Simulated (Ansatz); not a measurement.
**C₂H₆ClGaGeO₂: up Jacob's ladder to CCSD(T)**

The task here is to estimate one member of a computed series from the others.

The runs use Ansatz 0.2.0, Gaussian basis; functionals in def2-TZVPP, the program's frozen cores in correlated methods.

Levels to be run: LDA (SPW92), PBE-D4, revPBE-D4, BLYP-D4, r2SCAN-D4, B97M-V, PBE0-D4, B3LYP-D4, r2SCANh-D4, r2SCAN0-D4, HSE06-D4, BHLYP-D4, CAM-B3LYP-D4, LC-ωPBE, ωB97X-V, ωB97M-V, B2PLYP, PBE-QIDH; CCSD(T)/def2-SVP; CCSD(T)/def2-TZVPP; MP2/def2-QZVPP; extrapolation to the limit; RPA on PBE.

**Structure used throughout**

All runs share one geometry, relaxed beforehand with PBE0-D4 in a triple-zeta def2 set.

SMILES `[Cl][GeH]1[CH2][GaH][O]C[O]1`, 13 atoms, charge 0, spin multiplicity 1.

Atoms are counted from 1 here; the program's logs count them from 0.

Bond lengths: Cl1–Ge2 2.166 Å, Ge2–C3 1.929 Å, Ge2–O7 1.775 Å, Ge2–H8 1.530 Å, C3–Ga4 1.972 Å, C3–H9 1.091 Å, C3–H10 1.094 Å, Ga4–O5 1.790 Å, Ga4–H11 1.552 Å, O5–C6 1.388 Å, C6–O7 1.406 Å, C6–H12 1.095 Å, C6–H13 1.099 Å. Angles: Cl1–Ge2–C3 106.7°, Cl1–Ge2–O7 107.8°, Cl1–Ge2–H8 108.5°, C3–Ge2–O7 106.7°, C3–Ge2–H8 120.9°, O7–Ge2–H8 105.7°, Ge2–C3–Ga4 104.5°, Ge2–C3–H9 112.1°, Ge2–C3–H10 109.8°, Ga4–C3–H9 112.7°, Ga4–C3–H10 109.4°, H9–C3–H10 108.3°, C3–Ga4–O5 114.4°, C3–Ga4–H11 132.0°, O5–Ga4–H11 113.6°, Ga4–O5–C6 128.0°, O5–C6–O7 115.1°, O5–C6–H12 108.4° and more.

The first run:

File in.yaml:

```yaml
crystal:
  periodic: [false, false, false]
  atoms:
    - {symbol: Cl, position_ang: [-0.137101, 0.375917, 2.664841]}
    - {symbol: Ge, position_ang: [-0.172457, -1.034371, 1.021445]}
    - {symbol: C, position_ang: [1.483714, -0.805094, 0.060349]}
    - {symbol: Ga, position_ang: [1.184506, 0.785107, -1.066408]}
    - {symbol: O, position_ang: [-0.518967, 1.330195, -1.140036]}
    - {symbol: C, position_ang: [-1.617125, 0.792417, -0.483515]}
    - {symbol: O, position_ang: [-1.474567, -0.548051, -0.082592]}
    - {symbol: H, position_ang: [-0.581632, -2.404888, 1.565534]}
    - {symbol: H, position_ang: [2.335754, -0.690109, 0.731577]}
    - {symbol: H, position_ang: [1.665757, -1.674354, -0.578751]}
    - {symbol: H, position_ang: [2.150898, 1.652933, -1.916368]}
    - {symbol: H, position_ang: [-2.471044, 0.806691, -1.169460]}
    - {symbol: H, position_ang: [-1.847737, 1.413597, 0.393372]}
basis:
  gaussian: {orbitals: def2-TZVPP}
hamiltonian: {xc: lda}
output: {orbitals: {seedname: orbitals}}
```

Started as:

```bash
ansatz run in.yaml --threads 2 --pin off --events-out ev --progress --plain --max-ram 22528MiB --backend cuda --devices 0, --max-vram 18GiB
```

Among the steps run: LDA; PBE-D4 (GGA); revPBE-D4 (GGA); BLYP-D4 (GGA); r2SCAN-D4 (meta-GGA); B97M-V (meta-GGA); PBE0-D4 (hybrid); B3LYP-D4 (hybrid); r2SCANh-D4 (hybrid); r2SCAN0-D4 (hybrid); HSE06-D4 (hybrid); BHLYP-D4 (hybrid); CAM-B3LYP-D4 (range-separated); LC-ωPBE (range-separated); ωB97X-V (range-separated); ωB97M-V (range-separated); B2PLYP (double hybrid); PBE-QIDH (double hybrid).

One of the session's tables, all rows but one given; the rest of the session is left out.

It belongs to the step «Frontier levels by functional». 

```
  functional  HOMO (eV)  gap (eV)
 LDA (SPW92)      -6.40      4.23
      PBE-D4      -6.25      4.35
   revPBE-D4      -6.19      4.41
     BLYP-D4      -6.18      4.33
   r2SCAN-D4      -6.53      4.87
      B97M-V      -6.64      4.77
     PBE0-D4      -7.66      6.54
    B3LYP-D4      -7.46      6.07
  r2SCANh-D4      -7.05      5.68
  r2SCAN0-D4      -7.86      6.89
    HSE06-D4      -7.25      5.77
    BHLYP-D4      -9.05      8.66
CAM-B3LYP-D4          ?         ?
     LC-ωPBE     -10.41     11.39
     ωB97X-V     -10.10     10.89
     ωB97M-V     -10.01     10.56
```

Q: Estimate the row for CAM-B3LYP-D4 from the others.

**Answer.** HOMO (eV): -9.10; gap (eV): 8.87. In the column «HOMO (eV)» it lies between ωB97M-V (-10.01) and BHLYP-D4 (-9.05).
